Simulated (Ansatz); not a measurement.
**TaO+ (triplet): from Hartree-Fock to the top rungs, def2-QZVPP**

An exercise on one series of results from a longer session: the logs are not shown, and one member is left open.

Computed with Ansatz 0.2.0, Gaussian basis. Level: def2-QZVPP, core rule «outside noble gas», up to 5 orbitals frozen.

Plan: UHF; ROHF; CCSD(T) on UHF.

## The geometry

The geometry is a PBE0/def2-TZVP stationary point (not a proven minimum) of the parent state, kept for this charge and spin. No spin-orbit coupling is included. Elements past krypton take def2 core potentials.

2 atoms, charge 1, spin multiplicity 3.

Atoms are counted from 1 here; the program's logs count them from 0.

Bond lengths: Ta1–O2 1.699 Å.

Geometry (Å):

```xyz
2
OTa
Ta    0.00000    0.00000    0.00000
O     0.00000    0.00000    1.69860
```

The first run:

Contents of in.yaml:

```yaml
crystal:
  periodic: [false, false, false]
  atoms:
    - {symbol: Ta, position_ang: [0.000000, 0.000000, 0.000000]}
    - {symbol: O, position_ang: [0.000000, 0.000000, 1.698600]}
basis:
  gaussian: {orbitals: "def2-QZVPP.json"}
total_charge: 1
magnetization: {spin_polarized: true, initial_magnetization: 2}
hamiltonian: {xc: hf}
output: {orbitals: {seedname: orbitals}}
```

Run with:

```bash
> ansatz run in.yaml --threads 1 --pin off --events-out ev --progress --plain --max-ram 4096MiB --backend cpu
```

Steps of the session up to this table: UHF; ROHF; CCSD(T) on UHF.

One of the session's tables, all rows but one given; the rest of the session is left out.

| method | from UCCSD(T) (kJ/mol) |
| --- | --- |
| ROHF | +1001.6 |
| UHF | +981.7 |
| UMP2 | +10.3 |
| UCCSD | ? |
| UCCSD(T) | 0 |

Estimate the missing values for UCCSD.

**Answer.** from UCCSD(T) (kJ/mol): +65.1. In the column «from UCCSD(T) (kJ/mol)» it lies between UMP2 (+10.3) and UHF (+981.7).
